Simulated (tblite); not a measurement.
# C2H10O3Si2: the cost of one run

Programs: tblite 0.8.0 and PySCF 2.14.0, with density-fitted response routines of our own. Each step states its level of theory. These are calculated values for one molecule in the gas phase, unless marked as measured. Atoms are numbered from 0 throughout.

### Step 1. The starting structure

17 atoms, charge 0, multiplicity 1; geometry from: force field or distance geometry start.

Bonds of the start (Å): C0–O1 1.40, O1–C2 1.42, C2–O3 1.38, O3–Si4 1.70, Si4–O5 1.71, O5–Si6 1.72, C0–H7 1.12, C0–H8 1.09, C0–H9 1.11, C2–H10 1.10, C2–H11 1.12, Si4–H12 1.47, Si4–H13 1.46, Si6–H14 1.48, Si6–H15 1.46, Si6–H16 1.46.

### Step 2. Relaxing the molecule with GFN2-xTB

The job: settings as JSON, then the geometry in Å.

```
{"job": {"kind": "relax", "xc": "GFN2-xTB", "basis": "xTB"}, "charge": 0, "multiplicity": 1}
C     -2.746800     0.385400     0.039300
O     -1.782500    -0.201200    -0.784600
C     -1.157900    -1.245200    -0.051500
O     -0.584700    -0.690600     1.080200
Si     0.573400     0.456600     0.595700
O      2.084000     0.242400     1.365100
Si     3.282300     0.325200     0.130300
H     -3.471700    -0.436200     0.286600
H     -3.212300     1.225500    -0.481300
H     -2.297000     0.653200     1.012600
H     -1.891500    -2.018000     0.210200
H     -0.364600    -1.649200    -0.724500
H      0.798200     0.195000    -0.831800
H      0.111400     1.835800     0.748600
H      2.878800    -0.727700    -0.829300
H      4.605200     0.034400     0.687800
H      3.168800     1.626600    -0.515000
```

Run with:

```bash
$ OMP_NUM_THREADS=1 python probes_run.py task.json out
```

The driver reads the jobs from task.json and runs them one after another.

Q: Estimate the wall time of this first job on 1 thread of Arm Neoverse N1, shared host.

About 2.2 s.
